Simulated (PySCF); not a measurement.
# NaGa: bond curves at several levels of theory

One table from this session's results is given with a row withheld; the runs are named, their logs left out.

Program: PySCF 2.14.0. Level of theory: Na aug-pcseg-1, Ga aug-pcseg-1, no relativity. These are calculated values, not measurements.

The first run:

The job is set up so:

```
atoms                         : Na, Ga
charge                        : 0
basis                         : Na aug-pcseg-1, Ga aug-pcseg-1
Hamiltonian                   : no relativity
basis functions               : 50
electrons treated             : 42
masses in u                   : 22.9898, 68.9256
levels                        : PBE0, PBE, r²SCAN, B97-3, M06, revPBE, HF, MP2, SCS-MP2, CCSD, CCSD(T)
grid                          : 80 radial by 434 angular points
occupations                   : held fixed by the projection of orbital angular momentum
dissociation limit            : Na + Ga, each in its ground configuration
starting distance in angstrom : 2.780
values of 2S to try           : 0, 2
```

Started as:

```sh
> OMP_NUM_THREADS=1 python dia.py task.json out
```

Steps of the session up to this table: Set-up; The PBE0 curve of the state that the search chose; Higher solutions at PBE0; PBE; r²SCAN (meta-GGA); B97-3; M06 (hybrid meta-GGA); revPBE (GGA); RHF; MP2 and coupled cluster.

One of the session's tables, all rows but one given; the rest of the session is left out.

Energy (eV) from each level's lowest point:

```
R (Å)    RHF  RHF-MP2  RHF-SCS-MP2  RHF-CCSD  RHF-CCSD(T)
2.695  0.303    0.276        0.284       n/a          n/a
2.821  0.154    0.137        0.144     0.145        0.146
2.946  0.062    0.053        0.058     0.061        0.062
3.040  0.023    0.018        0.021     0.024        0.025
3.134      ?        ?            ?         ?            ?
3.228  0.000    0.000        0.000     0.000        0.000
3.353  0.016    0.017        0.015     0.011        0.010
3.510  0.059    0.060        0.055     0.045        0.041
3.698  0.137    0.136        0.126     0.105        0.098
3.949  0.268    0.259        0.243       n/a          n/a
```

Estimate the missing values for R (Å) = 3.134.

Worked estimate for «RHF». A straight line through the neighbours (3.040, 0.023) and (3.228, 0.000) gives 0.023 + (0.000 − 0.023) × (3.134 − 3.040) / (3.228 − 3.040) = 0.012; a parabola fitted to 4 rows on both sides gives 0.004.

**Answer.** RHF: 0.003; RHF-MP2: 0.001; RHF-SCS-MP2: 0.003; RHF-CCSD: 0.005; RHF-CCSD(T): 0.005. In «RHF» the line misses by +0.009 and the parabola by +0.001.
